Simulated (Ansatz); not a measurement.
# GaH4N: the cost of one run

Method: UKS B3LYP/def2-SVP, in Ansatz 0.2.0.

**1. The structure to begin with**

Bond lengths: Ga1–N3 1.771 Å, Ga1–H5 1.603 Å, N3–H6 1.019 Å. Angles: Ga1–N3–H6 138.7°, N3–Ga1–H5 164.9°.

Coordinates:

```xyz
6

Ga   -0.4121   -0.7637    0.2038
H     1.4278   -0.0392    0.6095
N    -0.2366    0.8487   -0.5070
H     0.9578    0.6497    0.0855
H    -0.9451   -2.2075    0.6530
H    -0.7918    1.5120   -1.0448
```

**2. Run 1**

150 steps of 0.5 fs at constant energy, with velocities drawn for 1000 K.

File input.yaml:

```yaml
crystal:
  periodic: [false, false, false]
  atoms:
    - { symbol: Ga, position_ang: [-0.4121, -0.7637, 0.2038] }
    - { symbol: H, position_ang: [1.4278, -0.0392, 0.6095] }
    - { symbol: "N", position_ang: [-0.2366, 0.8487, -0.507] }
    - { symbol: H, position_ang: [0.9578, 0.6497, 0.0855] }
    - { symbol: H, position_ang: [-0.9451, -2.2075, 0.653] }
    - { symbol: H, position_ang: [-0.7918, 1.512, -1.0448] }
magnetization:
  spin_polarized: true
basis:
  gaussian: { orbitals: def2-SVP }
hamiltonian:
  xc: b3lyp
md:
  timestep: 0.5
  n_steps: 150
  ensemble: nve
  temperature: 1000.0
  initial_velocities: maxwell_boltzmann
  seed: 724913
```

Started as:

```console
$ ansatz run input.yaml --threads 1 --pin off --max-ram 2048MiB --backend cpu --events-out ev --progress --plain --runs-dir out
```

**Question.** How long does this run take on 1 thread of Intel Xeon 6975P-C (Granite Rapids), shared host, and how much memory does it need?

About 4.3 min, with a peak of 0.18 GiB.
